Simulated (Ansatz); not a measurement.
**Hydrogen-ended nanocrystal of Ge, Ge29H36**

Aim: relax the confined piece and see how wide its gap is by PBEsol, HSE06 and PBE0.

All numbers are computed with Ansatz 0.2.0 (PAW, plane waves).

## 1. The starting cell

65 atoms (29 Ge, 36 H); a = 21.200 Å, b = 21.200 Å, c = 21.200 Å, α = 90.00°, β = 90.00°, γ = 90.00°. All atoms were shaken off their sites by about 0.02 Å along each axis.

The runs, in order: (2) PBEsol relaxation at the Γ point alone, on 1 × data-centre GPU with 4 threads; (3) HSE06 single point at the Γ point alone, on 1 × data-centre GPU with 4 threads; (4) PBE0 single point at the Γ point alone, on 1 × data-centre GPU with 4 threads.

## 2. Relaxing the atoms with PBEsol

in.yaml reads:

```yaml
crystal:
  lattice:
    - [21.200000, 0.000000, 0.000000]
    - [0.000000, 21.200000, 0.000000]
    - [0.000000, 0.000000, 21.200000]
  atoms:
    - { symbol: Ge, position: [0.499805, 0.501392, 0.499381] }
    - { symbol: Ge, position: [0.297926, 0.567117, 0.566000] }
    - { symbol: Ge, position: [0.566499, 0.300475, 0.567390] }
    - { symbol: Ge, position: [0.565592, 0.567254, 0.298852] }
    - { symbol: Ge, position: [0.565650, 0.565076, 0.567340] }
    - { symbol: Ge, position: [0.367472, 0.366352, 0.500020] }
    - { symbol: Ge, position: [0.367413, 0.635632, 0.500116] }
    - { symbol: Ge, position: [0.633523, 0.367377, 0.501342] }
    - { symbol: Ge, position: [0.633768, 0.634610, 0.500674] }
    - { symbol: Ge, position: [0.433701, 0.434198, 0.297596] }
    - { symbol: Ge, position: [0.434232, 0.432053, 0.566798] }
    - { symbol: Ge, position: [0.432507, 0.700494, 0.567717] }
    - { symbol: Ge, position: [0.700003, 0.433520, 0.565302] }
    - { symbol: Ge, position: [0.364828, 0.500660, 0.366782] }
    - { symbol: Ge, position: [0.367777, 0.500051, 0.634568] }
    - { symbol: Ge, position: [0.634176, 0.500147, 0.365081] }
    - { symbol: Ge, position: [0.633421, 0.500015, 0.633036] }
    - { symbol: Ge, position: [0.432539, 0.298211, 0.431332] }
    - { symbol: Ge, position: [0.433084, 0.567640, 0.433411] }
    - { symbol: Ge, position: [0.432272, 0.569025, 0.702006] }
    - { symbol: Ge, position: [0.699872, 0.566019, 0.432947] }
    - { symbol: Ge, position: [0.502180, 0.365553, 0.366011] }
    - { symbol: Ge, position: [0.498539, 0.365845, 0.633344] }
    - { symbol: Ge, position: [0.497953, 0.633906, 0.366198] }
    - { symbol: Ge, position: [0.501031, 0.634348, 0.633411] }
    - { symbol: Ge, position: [0.299249, 0.433433, 0.434056] }
    - { symbol: Ge, position: [0.565801, 0.433832, 0.432831] }
    - { symbol: Ge, position: [0.565286, 0.433402, 0.701377] }
    - { symbol: Ge, position: [0.567320, 0.700579, 0.432516] }
    - { symbol: H, position: [0.255104, 0.524760, 0.523404] }
    - { symbol: H, position: [0.255682, 0.608271, 0.608989] }
    - { symbol: H, position: [0.523125, 0.255056, 0.523304] }
    - { symbol: H, position: [0.610160, 0.256747, 0.608546] }
    - { symbol: H, position: [0.524236, 0.524012, 0.257297] }
    - { symbol: H, position: [0.609383, 0.607694, 0.255232] }
    - { symbol: H, position: [0.324587, 0.322557, 0.541780] }
    - { symbol: H, position: [0.323763, 0.677200, 0.455884] }
    - { symbol: H, position: [0.677512, 0.322207, 0.458139] }
    - { symbol: H, position: [0.678136, 0.674742, 0.543441] }
    - { symbol: H, position: [0.390041, 0.390694, 0.257227] }
    - { symbol: H, position: [0.475973, 0.477010, 0.256622] }
    - { symbol: H, position: [0.389160, 0.745229, 0.609905] }
    - { symbol: H, position: [0.474349, 0.743546, 0.524271] }
    - { symbol: H, position: [0.745307, 0.389985, 0.608821] }
    - { symbol: H, position: [0.742770, 0.475637, 0.523603] }
    - { symbol: H, position: [0.322278, 0.542841, 0.322378] }
    - { symbol: H, position: [0.321583, 0.456450, 0.677936] }
    - { symbol: H, position: [0.677198, 0.456155, 0.324215] }
    - { symbol: H, position: [0.676529, 0.543378, 0.676428] }
    - { symbol: H, position: [0.391213, 0.255811, 0.389862] }
    - { symbol: H, position: [0.475528, 0.255660, 0.477766] }
    - { symbol: H, position: [0.391234, 0.609531, 0.744482] }
    - { symbol: H, position: [0.476727, 0.525941, 0.742940] }
    - { symbol: H, position: [0.743096, 0.526739, 0.475714] }
    - { symbol: H, position: [0.743780, 0.609562, 0.391015] }
    - { symbol: H, position: [0.542397, 0.323686, 0.324098] }
    - { symbol: H, position: [0.456013, 0.323862, 0.676236] }
    - { symbol: H, position: [0.457025, 0.678213, 0.322614] }
    - { symbol: H, position: [0.545176, 0.676774, 0.675795] }
    - { symbol: H, position: [0.256948, 0.390709, 0.391117] }
    - { symbol: H, position: [0.255751, 0.477359, 0.474863] }
    - { symbol: H, position: [0.524921, 0.476867, 0.743091] }
    - { symbol: H, position: [0.609300, 0.390444, 0.743311] }
    - { symbol: H, position: [0.522817, 0.742773, 0.476128] }
    - { symbol: H, position: [0.610966, 0.743431, 0.388260] }
kpoints:
  mp_grid: { grid: [1, 1, 1] }
hamiltonian:
  xc: pbesol
scf:
  occupations: { method: fermi_dirac, width: 0.01 }
relax:
  f_tol: 0.03
  max_steps: 80
  escape_saddle: false
  adjacent_minimum: "off"
output:
  forces: true
  eigenvalues: true
  populations: true
```

Further steps of the session: HSE06 single point; PBE0 single point.

Q: Predict the outcome of this session. Wanted: for each run, top filled to lowest empty.

The runs gave:

| level | time | top filled to lowest empty (eV) |
| --- | --- | --- |
| PBEsol, relaxation | 54 s (GPU) | 3.65 |
| HSE06 | 4.2 min (GPU) | 4.55 |
| PBE0 | 7.2 min (GPU) | 5.25 |

| quantity | value |
| --- | --- |
| relaxation | 4 recorded steps, 1.56 eV gained |
| largest shift | 0.39 Å (H31 and others alike) |
| mean bonds | Ge–Ge 2.428, Ge–H 1.545 Å |

**Reading.** The relaxation lowers the energy by 1.56 eV; the largest shift is 0.39 Å (H31 and others alike). At the same k points, PBEsol gives a spacing 0.91 eV smaller than the 4.55 eV of HSE06. No spin–orbit coupling is included; with elements this heavy it would shift the edges.
